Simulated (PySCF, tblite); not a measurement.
# B₁₄As₁₄H₃₂: electronic excitations, NMR shifts, part 2 of 2

tblite 0.8.0 and PySCF 2.14.0. Atoms count from 0. Earlier steps stand in the parts before.

## 4. NMR shifts: GIAO KT3/pcSseg-1

What the job is given:

```
{"job": {"kind": "nmr", "xc": "KT3", "basis": "pcSseg-1", "pop": false}, "charge": 0, "multiplicity": 1}
As    -1.701508    -0.517139    -1.603246
As     0.000159    -3.489050    -1.684727
As     0.000103     0.456252     1.206621
B      0.000262     0.468868    -0.945554
As    -3.351214     0.534553     1.085636
B     -3.416482     0.454057    -1.002843
B     -1.742804    -0.543730     1.821131
As    -1.626607    -2.460904     1.047609
B     -1.685615    -2.494403    -1.046105
B      0.000016    -3.510798     1.780602
As    -0.000014    -5.362735     0.917165
B     -0.000028    -5.470324    -1.147278
As     0.000654     2.438680    -1.581487
As    -3.281758     2.361259    -1.707435
As    -1.736109     3.327782     1.091922
B     -1.701067     3.434627    -0.997117
B      0.000191     2.465286     1.825786
B     -3.486206     2.474680     1.774250
As     1.701969    -0.517704    -1.602849
As     3.351611     0.534098     1.086405
B      3.417087     0.453492    -1.002022
B      1.743031    -0.543932     1.821552
As     1.626722    -2.461037     1.048001
B      1.685793    -2.494724    -1.045662
As     3.282518     2.360871    -1.706509
As     1.736923     3.327390     1.092556
B      1.702058     3.434445    -0.996386
B      3.486850     2.474269     1.775327
H     -1.607873    -0.422209    -3.158529
H      0.000423    -3.354317    -3.222845
H     -4.604121    -0.243658     1.531960
H     -4.389426    -0.112382    -1.402552
H     -1.760138    -0.573270     3.018137
H     -2.881843    -3.227030     1.525780
H     -2.683778    -3.039722    -1.423783
H      0.000077    -3.543391     2.973735
H     -1.088840    -6.199962     1.552143
H      1.088568    -6.200342     1.552172
H     -0.997985    -6.013998    -1.508825
H      0.997883    -6.014112    -1.508811
H      0.000764     2.332076    -3.144971
H     -3.211693     2.325334    -3.226784
H     -4.587530     3.118290    -1.713834
H     -1.695668     4.801730     1.539663
H     -1.693862     4.559149    -1.400130
H     -0.000319     2.486498     3.022650
H     -4.419376     3.011172     1.235246
H     -3.535791     2.500434     2.962814
H      1.608897    -0.422201    -3.158160
H      4.604271    -0.244294     1.532770
H      4.390155    -0.112634    -1.401807
H      1.760230    -0.573082     3.018576
H      2.882140    -3.227004     1.526368
H      2.684142    -3.039885    -1.422895
H      3.213054     2.325265    -3.225876
H      4.588276     3.117955    -1.712361
H      1.696393     4.801455     1.540509
H      1.694438     4.558946    -1.399324
H      4.419927     3.010611     1.236169
H      3.535979     2.499746     2.963934
```

Level: GIAO KT3/pcSseg-1 NMR shielding, non-relativistic, gas phase.

The program printed:

```text
start: PBE on a coarse grid of 228914 points
cycle   1  E = -31660.4446379946  dE = -7.051e+00  |g| = 3.334e+00  |ddm| = 9.763e+00
cycle   2  E = -31659.2107469091  dE =  1.234e+00  |g| = 3.795e+00  |ddm| = 5.754e+00
cycle   3  E = -31660.8373013614  dE = -1.627e+00  |g| = 1.225e+00  |ddm| = 5.600e+00
cycle   4  E = -31661.2658641444  dE = -4.286e-01  |g| = 4.644e-01  |ddm| = 2.655e+00
cycle   5  E = -31661.3163959026  dE = -5.053e-02  |g| = 1.438e-01  |ddm| = 8.401e-01
cycle   6  E = -31661.3216081315  dE = -5.212e-03  |g| = 7.086e-02  |ddm| = 3.128e-01
cycle   7  E = -31661.3231289064  dE = -1.521e-03  |g| = 2.053e-02  |ddm| = 1.296e-01
cycle   8  E = -31661.3232420550  dE = -1.131e-04  |g| = 7.886e-03  |ddm| = 3.678e-02
final grid: 452581 points
cycle   9  E = -31790.7458957846  dE = -5.059e-02  |g| = 1.693e+00  |ddm| = 1.744e+00
cycle  10  E = -31790.6671066042  dE =  7.879e-02  |g| = 1.887e+00  |ddm| = 2.196e+00
cycle  11  E = -31790.8930535502  dE = -2.259e-01  |g| = 2.038e-01  |ddm| = 1.364e+00
cycle  12  E = -31790.9028097270  dE = -9.756e-03  |g| = 8.764e-02  |ddm| = 4.242e-01
cycle  13  E = -31790.9049685047  dE = -2.159e-03  |g| = 1.925e-02  |ddm| = 1.495e-01
cycle  14  E = -31790.9050722705  dE = -1.038e-04  |g| = 8.457e-03  |ddm| = 3.773e-02
cycle  15  E = -31790.9050873765  dE = -1.511e-05  |g| = 1.669e-03  |ddm| = 1.483e-02
cycle  16  E = -31790.9051074999  dE = -2.012e-05  |g| = 7.580e-04  |ddm| = 3.825e-03
cycle  17  E = -31790.9050929681  dE =  1.453e-05  |g| = 2.040e-04  |ddm| = 1.506e-03
cycle  18  E = -31790.9050965032  dE = -3.535e-06  |g| = 7.237e-05  |ddm| = 4.540e-04
converged SCF energy = -31790.9050965032

GIAO shielding tensors (ppm)
atom      isotropic    diamagn.    paramagn.     s11        s22        s33       span
  0 As    1503.033    2883.638   -1380.604   1415.128   1456.169   1637.803    222.675
  1 As    1567.586    2884.570   -1316.984   1481.383   1533.536   1687.840    206.457
  2 As    1609.140    2881.106   -1271.966   1601.073   1608.952   1617.394     16.321
  3 B      132.421     180.029     -47.608    129.846    133.502    133.914      4.068
  4 As    1563.401    2883.866   -1320.465   1484.235   1526.434   1679.535    195.300
  5 B      135.637     192.477     -56.840    131.461    135.742    139.707      8.245
  6 B      138.016     190.180     -52.163    128.451    140.719    144.879     16.428
  7 As    1553.520    2885.142   -1331.622   1488.799   1508.690   1663.072    174.273
  8 B      135.305     190.265     -54.961    131.015    133.442    141.456     10.441
  9 B      142.207     194.847     -52.640    135.474    142.128    149.019     13.544
 10 As    1571.258    2882.679   -1311.421   1346.665   1624.485   1742.624    395.959
 11 B      138.746     188.869     -50.123    130.054    139.060    147.124     17.070
 12 As    1482.887    2884.199   -1401.312   1411.049   1431.009   1606.601    195.552
 13 As    1557.342    2884.524   -1327.182   1330.063   1632.764   1709.200    379.138
 14 As    1560.506    2884.143   -1323.637   1473.733   1530.144   1677.642    203.909
 15 B      135.272     193.806     -58.534    132.128    134.723    138.965      6.837
 16 B      138.389     189.586     -51.197    128.833    141.171    145.164     16.331
 17 B      138.792     191.483     -52.691    134.987    136.189    145.201     10.214
 18 As    1503.000    2883.637   -1380.637   1414.962   1456.245   1637.793    222.831
 19 As    1563.467    2883.865   -1320.397   1484.350   1526.550   1679.502    195.152
 20 B      135.628     192.475     -56.847    131.459    135.725    139.699      8.240
 21 B      138.020     190.189     -52.169    128.461    140.724    144.873     16.412
 22 As    1553.410    2885.144   -1331.734   1488.738   1508.292   1663.199    174.461
 23 B      135.324     190.272     -54.949    131.041    133.456    141.473     10.432
 24 As    1557.385    2884.521   -1327.136   1330.151   1632.749   1709.256    379.105
 25 As    1560.436    2884.141   -1323.705   1473.611   1530.075   1677.623    204.011
 26 B      135.289     193.816     -58.527    132.137    134.769    138.962      6.826
 27 B      138.793     191.506     -52.713    134.994    136.185    145.200     10.206
 28 H       27.870      33.600      -5.730     21.722     23.827     38.062     16.340
 29 H       27.906      30.877      -2.972     20.066     23.930     39.720     19.654
 30 H       27.062      30.714      -3.652     19.102     21.049     41.035     21.932
 31 H       28.940      30.341      -1.401     24.470     26.751     35.598     11.128
 32 H       29.329      30.847      -1.518     25.671     28.437     33.879      8.208
 33 H       26.962      32.547      -5.585     18.439     22.149     40.298     21.859
 34 H       28.972      30.618      -1.646     24.223     27.828     34.865     10.642
 35 H       29.474      30.920      -1.446     24.630     28.533     35.257     10.627
 36 H       27.345      28.077      -0.732     19.746     21.328     40.962     21.216
 37 H       27.344      28.075      -0.730     19.746     21.325     40.962     21.216
 38 H       29.596      26.924       2.672     23.956     27.646     37.185     13.229
 39 H       29.595      26.923       2.672     23.956     27.646     37.185     13.229
 40 H       27.741      33.430      -5.690     21.639     23.655     37.928     16.289
 41 H       27.656      30.804      -3.148     19.952     23.498     39.519     19.568
 42 H       26.596      29.747      -3.151     18.162     20.104     41.524     23.362
 43 H       27.107      30.413      -3.306     19.336     20.744     41.242     21.906
 44 H       28.958      30.338      -1.380     24.513     26.473     35.888     11.374
 45 H       29.344      30.305      -0.961     25.993     27.986     34.052      8.059
 46 H       29.768      29.641       0.127     25.599     26.300     37.406     11.807
 47 H       29.666      28.847       0.818     25.079     26.987     36.931     11.852
 48 H       27.870      33.602      -5.732     21.723     23.826     38.062     16.339
 49 H       27.064      30.716      -3.652     19.104     21.050     41.037     21.933
 50 H       28.940      30.341      -1.401     24.470     26.752     35.597     11.128
 51 H       29.330      30.846      -1.516     25.672     28.437     33.879      8.207
 52 H       26.960      32.545      -5.584     18.438     22.148     40.295     21.857
 53 H       28.974      30.617      -1.644     24.226     27.828     34.867     10.641
 54 H       27.657      30.803      -3.146     19.952     23.496     39.522     19.570
 55 H       26.596      29.746      -3.149     18.162     20.104     41.523     23.361
 56 H       27.105      30.406      -3.301     19.334     20.744     41.237     21.903
 57 H       28.959      30.339      -1.380     24.516     26.471     35.891     11.375
 58 H       29.768      29.645       0.124     25.600     26.300     37.405     11.805
 59 H       29.665      28.849       0.816     25.078     26.987     36.931     11.853
```

Run time: 2.7 min. Hardware: 4 threads of Arm Neoverse N1, shared host; peak memory 2.9 GiB.

Shifts follow as δ = σ(reference) − σ, with reference shieldings (ppm) from runs at the same level and on the same kind of geometry: ¹H TMS 31.76, ¹¹B BF3·OEt2 100.0. The references are single molecules in the gas phase. Atoms listed in one row are averaged.

```tsv
atoms	environment	σ (ppm)	δ (ppm)
H42, H55	hydrogen on an arsenic bonded to 2 B	26.60	5.16
H33, H52	hydrogen on an arsenic bonded to 3 B	26.96	4.80
H30, H49	hydrogen on an arsenic bonded to 3 B	27.06	4.70
H43, H56	hydrogen on an arsenic bonded to 3 B	27.11	4.65
H36, H37	hydrogen on an arsenic bonded to 2 B	27.34	4.42
H41, H54	hydrogen on an arsenic bonded to 2 B	27.66	4.10
H40	hydrogen on an arsenic bonded to 3 B	27.74	4.02
H28, H48	hydrogen on an arsenic bonded to 3 B	27.87	3.89
H29	hydrogen on an arsenic bonded to 3 B	27.91	3.85
H31, H50	hydrogen on a boron bonded to 3 As	28.94	2.82
H44, H57	hydrogen on a boron bonded to 3 As	28.96	2.80
H34, H53	hydrogen on a boron bonded to 3 As	28.97	2.79
H32, H51	hydrogen on a boron bonded to 3 As	29.33	2.43
H45	hydrogen on a boron bonded to 3 As	29.34	2.42
H35	hydrogen on a boron bonded to 3 As	29.47	2.29
H38, H39	hydrogen on a boron bonded to 2 As	29.60	2.16
H47, H59	hydrogen on a boron bonded to 2 As	29.67	2.09
H46, H58	hydrogen on a boron bonded to 2 As	29.77	1.99
As12	arsenic bonded to 3 B, H	1483	–
As0, As18	arsenic bonded to 3 B, H	1503	–
As7, As22	arsenic bonded to 3 B, H	1553	–
As13, As24	arsenic bonded to 2 B, 2 H	1557	–
As14, As25	arsenic bonded to 3 B, H	1560	–
As4, As19	arsenic bonded to 3 B, H	1563	–
As1	arsenic bonded to 3 B, H	1568	–
As10	arsenic bonded to 2 B, 2 H	1571	–
As2	arsenic bonded to 4 B	1609	–
B3	boron bonded to 4 As	132.4	-32.4
B15, B26	boron bonded to 3 As, H	135.3	-35.3
B8, B23	boron bonded to 3 As, H	135.3	-35.3
B5, B20	boron bonded to 3 As, H	135.6	-35.7
B6, B21	boron bonded to 3 As, H	138.0	-38.0
B16	boron bonded to 3 As, H	138.4	-38.4
B11	boron bonded to 2 As, 2 H	138.7	-38.8
B17, B27	boron bonded to 2 As, 2 H	138.8	-38.8
B9	boron bonded to 3 As, H	142.2	-42.2
```

Ring of atoms As0, As1, B3, B8, As18, B23: NICS(0) -1.4, NICS(1) -1.4, NICS(1)zz 6.9 ppm (means of both faces).

Ring of atoms As0, As2, B3, As4, B5, B6: NICS(0) -1.9, NICS(1) -1.5, NICS(1)zz -1.7 ppm (means of both faces).

Ring of atoms As0, As2, B3, B6, As7, B8: NICS(0) -1.6, NICS(1) -1.5, NICS(1)zz -1.1 ppm (means of both faces).

## 5. Outcome

This closing draws on all 2 parts.

| quantity | value |
| --- | --- |
| lowest singlet (PBE/def2-SVP) | 4.02 eV (308 nm), f = 0.015 |
| lowest triplet | 3.93 eV |
| vertical ionisation energy (ΔSCF) | 7.16 eV |
| surface potential, 1st and 99th percentile | -0.86 V and 1.06 V |
| ¹H shifts against TMS (KT3/pcSseg-1, means over atoms taken as alike) | 5.16, 4.80, 4.70, 4.65, 4.42, 4.10, 4.02, 3.89, 3.85, 2.82, 2.80, 2.79, 2.43, 2.42 ppm and more |
| ¹¹B shifts against BF3·OEt2 (KT3/pcSseg-1, means over atoms taken as alike) | -32.4, -35.3, -35.3, -35.7, -38.0, -38.4, -38.8, -38.8, -42.2 ppm |
| shieldings of As (KT3/pcSseg-1, a mean where the table joins atoms) | As12 1482.9, As0 1503.0, As7 1553.5, As13 1557.4, As14 1560.5, As4 1563.4, As1 1567.6, As10 1571.3 ppm and more |

In words: The first singlet state (HOMO→LUMO 0.99) lies at 4.02 eV and is weak; of the 6 states computed, the strongest absorption comes from states 1 to 2 together at 4.02 eV. The lowest triplet lies 0.10 eV below the lowest singlet (triplets in Tamm-Dancoff, singlets in full TDDFT). The orbital energy would give 5.69 eV for ionisation, ΔSCF gives 7.16 eV. By nearest atom (PBE/def2-SVP), the HOMO sits on B16 7 % and the LUMO on H42, H55 about 8 % each; As13, As24 about 6 % each.
